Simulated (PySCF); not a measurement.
# InN2: relaxation and vibrations of the doublet

The task is one start of a wider search on InN2: the doublet, from a linear start. It is relaxed, tested by its Hessian and followed downhill if it is a saddle.

The runs use PySCF 2.14.0; PBE0, basis In def2-TZVP with ECP28, N def2-TZVP, scalar-relativistic core potentials, no spin–orbit coupling, density fitting.

## Step 1: Starting geometry

3 atoms, charge 0, spin multiplicity 2.

Bond lengths: In1–N2 1.960 Å, In1–N3 1.960 Å. Angles: N2–In1–N3 180.0°.

```xyz
3
charge 0 multiplicity 2
In    0.0000    0.0000    0.0000
N     0.0000    0.0000    1.9600
N     0.0000    0.0000   -1.9600
```

## Step 2: The SCF at the typed geometry

One driver script runs all steps and calls PySCF; scf.py shows how it sets up the SCF of each step. The optimiser is the driver's own. After this first run the driver tries any further starts and a stability analysis.

Input file scf.py:

```python
from pyscf import gto, scf, dft
mol = gto.M(atom='''
In     0.000000     0.000000     0.000000
N      0.000000     0.000000     1.960000
N      0.000000     0.000000    -1.960000''',
    basis={'In': 'def2-TZVP', 'N': 'def2-TZVP'},
    ecp={'In': 'def2-TZVP'},
    charge=0, spin=1)
mf = dft.UKS(mol, xc='PBE0')
mf.grids.atom_grid = (50, 194)
aux = {'In': 'def2-universal-JKFIT', 'N': 'def2-universal-JKFIT'}
mf = mf.density_fit(auxbasis=aux)
mf.conv_tol = 1e-08
mf.diis_space = 10
mf.max_cycle = 60
mf.init_guess = 'minao'
mf.verbose = 4
mf.kernel()
```

Started as:

```console
> OMP_NUM_THREADS=4 python axn.py task.json out
```

Log:

```text
init E= -266.382349064478
[... the frontier-level lines of each cycle are left out ...]
cycle= 1 E= -298.157144575167  delta_E= -31.8  |g|= 1.61  |ddm|= 32.2
cycle= 2 E= -289.762649655092  delta_E= 8.39  |g|= 4.57  |ddm|= 6.47
cycle= 3 E= -299.215174304642  delta_E= -9.45  |g|= 0.164  |ddm|= 3.33
cycle= 4 E= -299.215261824961  delta_E= -8.75e-05  |g|= 0.165  |ddm|= 0.331
cycle= 5 E= -299.229040673912  delta_E= -0.0138  |g|= 0.0259  |ddm|= 0.154
cycle= 6 E= -299.229576657052  delta_E= -0.000536  |g|= 0.00576  |ddm|= 0.0396
cycle= 7 E= -299.229676631131  delta_E= -0.0001  |g|= 0.00238  |ddm|= 0.0193
cycle= 8 E= -299.229695078023  delta_E= -1.84e-05  |g|= 0.00042  |ddm|= 0.0123
cycle= 9 E= -299.22969569074  delta_E= -6.13e-07  |g|= 0.000113  |ddm|= 0.00265
cycle= 10 E= -299.229695726995  delta_E= -3.63e-08  |g|= 3.02e-05  |ddm|= 0.000726
cycle= 11 E= -299.229695688861  delta_E= 3.81e-08  |g|= 0.000285  |ddm|= 0.000139
cycle= 12 E= -299.229695727841  delta_E= -3.9e-08  |g|= 3.5e-06  |ddm|= 0.000123
cycle= 13 E= -299.229695727863  delta_E= -2.17e-11  |g|= 1.08e-06  |ddm|= 8.63e-06
Extra cycle  E= -299.229695727865  delta_E= -1.71e-12  |g|= 1.75e-06  |ddm|= 4.1e-06
converged SCF energy = -299.229695727865  <S^2> = 0.82807666  2S+1 = 2.0766094
```

This step, with its further starts and checks, took 26 s on 4 threads of Arm Neoverse V1, shared host.

Energies from each starting density:

```tsv
start	energy (Eh)
the minimal-basis guess	-299.229696
a thermally smeared density	-299.229696
a smeared PBE density	-299.229696
```

The first run landed in a state that is too high. Following the other starts and the instabilities gains 169.8 kJ/mol (-299.29436 Eh), and the work goes on from there.

## Step 3: Relaxing the doublet from the linear start

The program finds D∞h symmetry in the start, which this walk keeps. Threshold on the gradient: 0.0003 Eh/bohr, with a further test on the energy change.

Edit scf.py of step 2 so:

```diff
@@ -16 +15,0 @@
-mf.init_guess = 'minao'
```

Steps of the walk:

```tsv
step	energy (Eh)	change (kJ/mol)	largest symmetric gradient (Eh/bohr)
0	-299.294362	0.00	0.00921
1	-299.294819	-1.20	0.00260
2	-299.294863	-1.31	0.00025
3	-299.294863	-1.32	0.00001
```

The walk took 12 s.

Geometry (Å) and forces (eV/Å) at some steps, with the part that breaks the symmetry left in:

```
step 0
In   0.000   0.000   0.000   0.000   0.000   2.148
N    0.000   0.000   1.960   0.000   0.000  -0.600
N    0.000   0.000  -1.960   0.000   0.000  -1.547
step 1
In   0.000   0.000   0.000   0.000   0.000   2.225
N    0.000   0.000   1.981   0.000   0.000  -0.979
N    0.000   0.000  -1.981   0.000   0.000  -1.246
step 2
In   0.000   0.000   0.000   0.000   0.000   2.255
N    0.000   0.000   1.989   0.000   0.000  -1.115
N    0.000   0.000  -1.989   0.000   0.000  -1.140
step 3
In   0.000   0.000   0.000   0.000   0.000   2.255
N    0.000   0.000   1.990   0.000   0.000  -1.128
N    0.000   0.000  -1.990   0.000   0.000  -1.127
```

It settles in D∞h symmetry, 1.3 kJ/mol below the start, after 3 steps: In–N 1.990 Å (×2); N–In–N 180.0°. A gradient of 0.0438 Eh/bohr that breaks the symmetry is left: this electronic state wants a lower symmetry.

## Step 4: Releasing the symmetry

The geometry is nudged along the force that breaks the symmetry.

The program finds C∞v symmetry in the start, which may break. The walk stops when the largest gradient is under 0.0003 Eh/bohr and the energy has settled too.

Edit scf.py of step 3 so:

```diff
@@ -3,3 +3,3 @@
-In     0.000000     0.000000     0.000000
-N      0.000000     0.000000     1.960000
-N      0.000000     0.000000    -1.960000''',
+In    -0.000000    -0.000000     0.019597
+N     -0.000000    -0.000000     1.909320
+N      0.000000     0.000000    -2.070126''',
```

Steps of the walk:

```tsv
step	energy (Eh)	change (kJ/mol)	largest gradient (Eh/bohr)
0	-299.296946	0.00	0.02553
1	-299.297904	-2.52	0.00057
2	-299.297905	-2.52	0.00010
```

The walk took 11 s.

Geometry (Å) and forces (eV/Å) at some steps:

```
step 0
In   0.000   0.000   0.020   0.000   0.000  -1.313
N    0.000   0.000   1.909   0.000   0.000   1.143
N    0.000   0.000  -2.070   0.000   0.000   0.171
step 1
In   0.000   0.000   0.001   0.000   0.000  -0.021
N    0.000   0.000   1.936   0.000   0.000   0.029
N    0.000   0.000  -2.078   0.000   0.000  -0.008
step 2
In   0.000   0.000   0.001   0.000   0.000   0.001
N    0.000   0.000   1.937   0.000   0.000   0.004
N    0.000   0.000  -2.079   0.000   0.000  -0.005
```

End point (C∞v, 2 steps, 2.5 kJ/mol gained): In–N 1.936 Å, In–N 2.080 Å; N–In–N 180.0°.

## Step 5: Is it a minimum? Harmonic modes

The point is checked on the finer grid, and tightened if its gradient asks for it. The Hessian and the dipole derivatives come from central differences of analytic gradients, with steps of 0.02 bohr.

Edit scf.py of step 4 so:

```diff
@@ -3,3 +3,3 @@
-In    -0.000000    -0.000000     0.019597
-N     -0.000000    -0.000000     1.909320
-N      0.000000     0.000000    -2.070126''',
+In    -0.000000    -0.000000     0.014229
+N     -0.000000    -0.000000     1.949834
+N      0.000000     0.000000    -2.066097''',
@@ -10 +10 @@
-mf.grids.atom_grid = (50, 194)
+mf.grids.atom_grid = (75, 302)
@@ -13 +13 @@
-mf.conv_tol = 1e-08
+mf.conv_tol = 1e-10
```

This SCF starts from the last density.

Log of the central SCF (cycles and frontier levels):

```text
init E= -299.297888742939
[... the frontier-level lines of each cycle are left out ...]
cycle= 1 E= -299.297888742938  delta_E= 1.02e-12  |g|= 2.26e-06  |ddm|= 2.94e-06
Extra cycle  E= -299.297888742906  delta_E= 3.18e-11  |g|= 7.89e-06  |ddm|= 9.09e-06
converged SCF energy = -299.297888742906  <S^2> = 1.7765729  2S+1 = 2.847155
```

The whole step took 99 s.

Geometry: C∞v; In–N 1.936 Å, In–N 2.080 Å; N–In–N 180.0°.

Modes, for the most abundant isotopes:

```json
{"ω (cm⁻¹)": "125", "IR (km/mol)": "25.8", "type": "bend"}
{"ω (cm⁻¹)": "128", "IR (km/mol)": "16.5", "type": "bend"}
{"ω (cm⁻¹)": "456", "IR (km/mol)": "1.2", "type": "stretch"}
{"ω (cm⁻¹)": "705", "IR (km/mol)": "9.4", "type": "stretch"}
```

No imaginary mode, so this is a minimum.

Here the density breaks the symmetry of the frame, and no labels are given; pairs that should be degenerate can split.

Properties at this point:

* Dipole moment: 2.35 D
* Highest occupied level: -6.42 eV
* Lowest empty level: -3.69 eV
* Rotational constants: 0.1491 cm⁻¹
* Zero-point energy: 8.5 kJ/mol
* Principal polarisabilities: 33.1, 40.8, 87.0 bohr³
* Atomisation energy without zero-point energy: 253 kJ/mol
* Principal traceless quadrupole moments about the centre of mass: -16.60, 6.09, 10.51 D Å
* Entropy at 298.15 K and 1 bar (electronic part: spin only): 274.6 J/(mol K)
* Heat capacity Cp at 298.15 K: 54.3 J/(mol K)
* Enthalpy at 298.15 K above 0 K: 13.24 kJ/mol
* Rotational symmetry number: 1
* Spin squared ⟨S²⟩: 1.777

Populations by atom (charges in e):

| atom | Mulliken | Löwdin | polar tensor | spin (Mulliken) | Mayer order to In1 |
| --- | --- | --- | --- | --- | --- |
| In1 | 0.62 | 0.40 | 0.57 | -0.05 | – |
| N2 | -0.39 | -0.30 | -0.44 | -0.98 | 1.87 |
| N3 | -0.23 | -0.11 | -0.12 | 2.03 | 1.02 |

Outer orbital energies (eV). α occupied: -22.03, -21.66, -17.99, -10.75, -10.19, -10.17, -7.83, -6.42; empty: -3.17, -1.88, -0.99, -0.30. β occupied: -22.12, -21.98, -19.78, -18.35, -10.19, -8.36, -7.89, -6.74; empty: -3.69, -3.61, -1.78, -0.65.

Mulliken populations on In1 (outside its core potential): s 3.23, p 6.98, d 10.10, f 0.07.

## Step 6: Outcome

| quantity | value |
| --- | --- |
| minimum | broken-symmetry (Ms = 1/2), C∞v |
| geometry | In–N 1.936 Å, In–N 2.080 Å; N–In–N 180.0° |
| wavenumbers (cm⁻¹) | 125, 128, 456, 705 |
| dipole moment | 2.35 D |
| highest occupied, lowest empty level (either spin) | -6.42, -3.69 eV |
| polar-tensor charge of In1 | +0.57 e |
| zero-point energy | 8.5 kJ/mol |
| entropy at 298.15 K | 274.6 J/(mol K) |
| atomisation energy (no zero-point energy) | 253 kJ/mol |
| ⟨S²⟩ | 1.777 |

What this shows: The linear start (D∞h) ends in a minimum of C∞v symmetry. The determinant is spin-contaminated (⟨S²⟩ = 1.78 against 0.75), so it is no pure spin state. The strongest infrared band lies at 125 cm⁻¹ (bend). The first SCF alone would have been 170 kJ/mol too high. Only this shape and spin were tried, so other structures or states may lie lower. The SCF density has lower symmetry than the nuclear frame. Spin–orbit coupling, left out here, can matter for elements this heavy.

The search up to here took 2.5 min on 4 threads of Arm Neoverse V1, shared host.
